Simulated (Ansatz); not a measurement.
This script makes vertical spin-state energies of CH6GeS2, SMILES SC[S][GeH3] with the Ansatz DFT code, driven from Python.

`run_spin.py`
```python
"""Gap between spin states of CH6GeS2 at one geometry."""

import ansatz
from ase import Atoms


def main() -> None:
    atoms = Atoms(["S", "C", "S", "Ge", "H", "H", "H", "H", "H", "H"], positions=[
        [-0.0195, 1.4502, -1.4609],
        [0.8495, 0.9388, -0.0078],
        [1.3207, -0.7976, -0.2182],
        [-0.5734, -1.6242, 0.3074],
        [-0.2352, 2.786, -0.9724],
        [1.7678, 1.5775, 0.0904],
        [0.265, 1.0796, 0.9112],
        [-0.5419, -3.1661, 0.2762],
        [-1.0526, -1.147, 1.7721],
        [-1.6973, -1.1483, -0.6952],
    ])
    mol = ansatz.Crystal.molecule_from_ase(atoms)

    calc = mol.calculation().basis(gaussian="def2-SVP").functional("b3lyp", dispersion="d4")
    found = {}
    for unpaired in [0, 2]:
        summary = calc.spin("collinear", total=unpaired).run(threads=1, pin="off").report
        s = unpaired / 2
        found[unpaired] = summary["free_energy_ev"]
        print(f"2S+1 = {unpaired + 1}: E = {found[unpaired]:.5f} eV, <S^2> = {abs(summary['mean_field']['state']['spin_squared']):.3f} (pure state {s * (s + 1):.2f})")
    lowest = min(found, key=found.get)
    for unpaired, e in found.items():
        print(f"multiplicity {unpaired + 1}: {96.485332 * (e - found[lowest]):.1f} kJ/mol above the lowest")


if __name__ == "__main__":
    main()
```

Which spin state is lowest at this geometry, and how far above lie the others?

In order: multiplicity 1 (+0.00 eV) and multiplicity 3 (+4.80 eV), all at the one geometry.

What the script printed:

```console
$ python run_spin.py
2S+1 = 1: E = -79311.47240 eV, <S^2> = 0.000 (pure state 0.00)
2S+1 = 3: E = -79306.67026 eV, <S^2> = 2.005 (pure state 2.00)
multiplicity 1: 0.0 kJ/mol above the lowest
multiplicity 3: 463.3 kJ/mol above the lowest
```

Reading the output:
- These settings explore the input space; basis and method may be short of convergence.
- The geometry is a force-field or estimated start, not a minimum of this method, and the basis set is short of its limit. All parts are taken at fixed geometry, without zero-point energy.
- b3lyp holds the VWN-RPA fit, as in Gaussian; the form of ORCA and Turbomole is b3lyp5.
- It ran for 25 s on 1 thread of Arm Neoverse V1 (shared host), peak memory 0.45 GiB.
